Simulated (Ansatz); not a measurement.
## BaTiO₃, space group Pm-3m: an equation of state with a fit, step by step

Computed with Ansatz's Python interface.

The cells in order, each with its output:

```python
import warnings

import ansatz as az
from ase.eos import EquationOfState
from ase.units import GPa
import numpy as np
```

```python
SETTINGS = {
    "filling": "Fixed",
    "mesh": (6, 6, 6),
}
```

```python
vectors0 = np.array([
    [4.006, 0.0, 0.0],
    [0.0, 4.006, 0.0],
    [0.0, 0.0, 4.006],
])
sites = [
    ("Ba", (0.5, 0.5, 0.5)),
    ("Ti", (0.0, 0.0, 0.0)),
    ("O", (0.5, 0.0, 0.0)),
    ("O", (0.0, 0.5, 0.0)),
    ("O", (0.0, 0.0, 0.5)),
]


def build(cell):
    crystal = az.Crystal(lattice=az.Lattice.of(cell))
    for symbol, position in sites:
        crystal = crystal.atom(symbol, position)
    return crystal
```

```python
warnings.simplefilter("ignore", az.DeckWarning)
```

```python
volumes, energies = [], []
for scale in np.linspace(0.95, 1.07, 5):
    cell = vectors0 * scale ** (1 / 3)
    model = (
        build(cell).calculation()
        .occupations(SETTINGS["filling"])
        .functional(az.Functional.PBE)
        .basis(17 * az.Ha)
        .kpoints(*SETTINGS["mesh"])
    )
    summary = model.run(threads=1, backend="cpu").report
    volumes.append(abs(np.linalg.det(cell)) / len(sites))
    energies.append(summary["free_energy_ev"] / len(sites))
    print(f"V = {volumes[-1]:8.4f} A^3/atom  F = {energies[-1]:.5f} eV/atom")
```

    V =  12.2148 A^3/atom  F = -2031.89005 eV/atom
    V =  12.6005 A^3/atom  F = -2031.90997 eV/atom
    V =  12.9863 A^3/atom  F = -2031.91614 eV/atom
    V =  13.3720 A^3/atom  F = -2031.91064 eV/atom
    V =  13.7577 A^3/atom  F = -2031.89524 eV/atom

```python
eos = EquationOfState(volumes, energies, eos="murnaghan")
v0, e0, bulk = eos.fit()
print(f"V0 = {v0:.4f} A^3/atom, E0 = {e0:.5f} eV/atom, B = {bulk / GPa:.1f} GPa")
```

    V0 = 12.9868 A^3/atom, E0 = -2031.91614 eV/atom, B = 162.5 GPa

A third-order Birch-Murnaghan fit through the 5 points (the script's own form differs a little) has its minimum at 12.99 Å³ an atom, 1.0 % above the typed cell, with a bulk modulus of 163 GPa and dB/dP = 4.5. From that minimum the energy rises by 26.1 meV an atom on the compressed side and 20.9 meV on the expanded side.

Caveats:
- Absolute energies stand on the zero of these potentials, so only differences at equal settings mean something.
- The run is spin-unpolarised.
- This is a high-temperature or high-pressure form, not the ambient phase.
- The structure is a deposited one; some such entries were measured under pressure or heat, so a shift against it needn't be the functional's error alone.
- The whole script took 11 s on 1 thread of Arm Neoverse V1, with other jobs on the host, peak memory 0.41 GiB.
